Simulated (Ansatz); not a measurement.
# W: the cost of one run

Program: Ansatz 0.2.0. Level of theory: DFT PBE, scalar-relativistic, plane waves, PAW. These are calculated values, not measurements.

1 further run of the same task is left out (set aside as unsound or not needed). Runs told in other sessions of the task aren't counted.

### Step 1. Starting point

The structure is cubic, space group Im-3m (No. 229). The conventional cell has a = 3.184 Å, b = 3.184 Å, c = 3.184 Å, α = 90.00°, β = 90.00°, γ = 90.00°. Around W (site symmetry m-3m) lie 8 W at 2.76 Å.

As a file:

```
CELL_PARAMETERS angstrom
-1.59177 1.59177 1.59177
1.59177 -1.59177 1.59177
1.59177 1.59177 -1.59177
ATOMIC_POSITIONS crystal
W 0.00000 0.00000 0.00000
```

This cell was relaxed beforehand with the same method: volume 16.13 Å³/atom, gap on the mesh none (metal).

### Step 2. The bulk in the cell of the plane

Contents of input.yaml:

```yaml
crystal:
  lattice:
    - [3.1835485377, 0.0, 0.0]
    - [0.0, 7.1186309399, 0.0]
    - [1.5917742688, -2.135589282, 0.711863094]
  atoms:
    - { symbol: W, position: [0.0, 0.0, 0.0] }
basis:
  ecutwfc: 420
kpoints:
  mp_grid: { grid: [11, 5, 47] }
hamiltonian:
  xc: pbe
scf:
  occupations: { method: gaussian, width: 0.1 }
output:
  forces: true
  stress: true
  eigenvalues: true
```

Run with:

```sh
ansatz run input.yaml --threads 8 --pin off --max-ram 15360MiB --backend cpu --events-out ev --progress --plain --runs-dir out
```

**Question.** How long does this run take on 8 threads of Intel Xeon at 2.50GHz (Skylake/Cascade Lake), shared host, and how much memory does it need?

About 4.8 s, with a peak of 0.56 GiB.
